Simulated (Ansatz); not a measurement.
# CAM-B3LYP/def2-SVP (core potential) run of InH2OF (SMILES [OH][InH][F])

Aim: the electronic atomisation energy of InH2OF at CAM-B3LYP/def2-SVP (core potential), from 5 runs. 

The calculation is run with Ansatz 0.2.0.

37 further runs of the same task are left out: 1 that didn't finish, 36 set aside as unsound or not needed.

### 1 The structure to begin with

The species is InH2OF (5 atoms), meant as a singlet with charge 0. SMILES: `[OH][InH][F]`. The shape is that of a PBE0-D4/def2-TZVP optimisation. This is a higher conformer, about 10 kJ/mol above the lowest found by a separate search.

Bond lengths: O1–In2 1.966 Å, In2–F3 1.944 Å, O1–H4 0.960 Å, In2–H5 1.691 Å. Angles: O1–In2–F3 106.4°, O1–In2–H5 133.9°, F3–In2–H5 119.7°, In2–O1–H4 113.6°.

### 2 The energy at CAM-B3LYP/def2-SVP (core potential)

Input file run.yaml:

```yaml
crystal:
  periodic: [false, false, false]
  atoms:
    - symbol: O
      position_ang: [-1.279500, -0.345900, -0.577400]
    - symbol: In
      position_ang: [0.480100, 0.042500, 0.210000]
    - symbol: F
      position_ang: [1.185900, -1.654700, 0.841500]
    - symbol: H
      position_ang: [-1.725200, 0.429800, -0.925700]
    - symbol: H
      position_ang: [1.388500, 1.454700, 0.410200]
basis:
  gaussian:
    orbitals: def2-SVP
hamiltonian:
  xc: {name: CAM-B3LYP}
accuracy: high
output:
  orbitals: {seedname: orbitals}
```

Launch:

```bash
ansatz run run.yaml --threads 1 --pin off --max-ram 3480MiB --events-out events.jsonl --progress --plain --runs-dir runs
```

The program printed:

```text
Warning: RAYON_NUM_THREADS=1 ignored (pool sized by the plan → 1); use --threads N
Functional definition: CAM-B3LYP
  name "CAM-B3LYP"
  parameter alpha = 0.19
  parameter beta = 0.46
  parameter omega = 0.33/bohr
  parameter ac = 0.81
  exchange = (1 - alpha - beta)*b88_x + beta*b88_x_sr(omega) + alpha*exact_x + beta*exact_x_lr(omega)
  correlation = (1 - ac)*vwn5_c + ac*lyp_c
1445 factors; integrals over basis functions are off by at most 3.0e-9 eV
328 factors; integrals over basis functions are off by at most 2.3e-9 eV
mean field evaluation 1: about -9957.4103 eV, gradient 6.4e1 eV
mean field evaluation 2: about -9938.0829 eV, gradient 1.2e2 eV
mean field evaluation 4: about -9964.8660 eV, gradient 8.1e0 eV
mean field evaluation 8: about -9965.0265 eV, gradient 1.5e-1 eV
mean field evaluation 16: about -9965.0266 eV, gradient 1.4e-5 eV
mean field -9965.02657019 eV, -366.2079719167 hartree, gradient 8.7e-8 eV, S^2 0.000000; 0 other end points of the search recorded, 0 dependent functions left out
reference -9965.02658837 eV, -366.2079725848 hartree; 20, 20 occupied and 44, 44 virtual orbitals, 1445 factors
Total energy: -9965.02658837 eV, -366.2079725848 hartree
```

It took 6.3 s on 1 thread of Intel Xeon Platinum 8259CL at 2.50GHz (Skylake/Cascade Lake), shared host; peak memory 0.22 GiB.

### 3 The F atom at the same level

Input file input.yaml:

```yaml
crystal:
  periodic: [false, false, false]
  atoms:
    - {symbol: F, position_ang: [0.000000, 0.000000, 0.000000]}
basis:
  gaussian: {orbitals: def2-SVP}
magnetization: {spin_polarized: true, initial_magnetization: 1}
hamiltonian: {xc: {name: CAM-B3LYP}}
accuracy: high
```

Launch:

```bash
ansatz run input.yaml --threads 1 --pin off --max-ram 3480MiB --events-out events.jsonl --progress --plain --runs-dir runs
```

The program printed, cut to the lines that bear on the results:

```text
Warning: RAYON_NUM_THREADS=1 ignored (pool sized by the plan → 1); use --threads N
[... 8 set-up lines as earlier in the session ...]
95 factors; integrals over basis functions are off by at most 1.3e-9 eV
51 factors; integrals over basis functions are off by at most 7.5e-10 eV
mean field evaluation 1: about -2710.6481 eV, gradient 4.5e0 eV
mean field evaluation 2: about -2710.6972 eV, gradient 1.5e0 eV
mean field evaluation 4: about -2710.7044 eV, gradient 2.2e-2 eV
mean field evaluation 8: about -2710.7046 eV, gradient 3.2e-4 eV
mean field -2710.70461556 eV, -99.6165572402 hartree, gradient 4.8e-9 eV, S^2 0.750951; 0 other end points of the search recorded, 0 dependent functions left out
reference -2710.70462058 eV, -99.6165574246 hartree; 5, 4 occupied and 9, 10 virtual orbitals, 95 factors
Total energy: -2710.70462058 eV, -99.6165574246 hartree
```

It took 0.5 s on 1 thread of Intel Xeon Platinum 8259CL at 2.50GHz (Skylake/Cascade Lake), shared host; peak memory 0.095 GiB.

### 4 The H atom, same level

Input file in.yaml:

```yaml
crystal:
  periodic: [false, false, false]
  atoms:
    - {symbol: H, position_ang: [0.000000, 0.000000, 0.000000]}
basis:
  gaussian:
    orbitals: def2-SVP
total_charge: 0
magnetization:
  spin_polarized: true
  initial_magnetization: 1
hamiltonian:
  xc: {name: CAM-B3LYP}
accuracy: high
```

Run the same way, it converges to -0.49790 Eh (log not shown).

### 5 The In atom, same level

Input file job.yaml:

```yaml
crystal:
  periodic: [false, false, false]
  atoms:
    - {symbol: In, position_ang: [0.000000, 0.000000, 0.000000]}
basis:
  gaussian:
    orbitals: def2-SVP
magnetization:
  spin_polarized: true
  initial_magnetization: 1
hamiltonian:
  xc: {name: CAM-B3LYP}
total_charge: 0
accuracy: high
```

Run the same way, it converges to -190.08766 Eh (log not shown).

### 6 The O atom at the same level

Input file input.yaml:

```yaml
basis:
  gaussian:
    orbitals: def2-SVP
crystal:
  periodic: [false, false, false]
  atoms:
    - {symbol: O, position_ang: [0.000000, 0.000000, 0.000000]}
accuracy: high
hamiltonian:
  xc: {name: CAM-B3LYP}
total_charge: 0
magnetization:
  spin_polarized: true
  initial_magnetization: 2
```

Run the same way, it converges to -74.97732 Eh (log not shown).

### 7 Outcome

At CAM-B3LYP/def2-SVP (core potential):

| quantity | value |
| --- | --- |
| molecule: total energy | -366.20797 Eh |
| molecule: HOMO energy | -10.06 eV |
| molecule: LUMO energy | -0.38 eV |
| molecule: HOMO–LUMO gap | 9.68 eV |
| F atom: total energy | -99.61656 Eh |
| F atom: ⟨S²⟩ | 0.751 |
| H atom: total energy | -0.49790 Eh |
| H atom: ⟨S²⟩ | 0.750 |
| In atom: total energy | -190.08766 Eh |
| In atom: ⟨S²⟩ | 0.752 |
| O atom: total energy | -74.97732 Eh |
| O atom: ⟨S²⟩ | 2.002 |
| electronic atomisation energy | 14.440 eV |

**Reading.** Taking the molecule apart into free atoms costs 14.44 eV (1393 kJ/mol), before zero-point energy and without spin-orbit coupling.
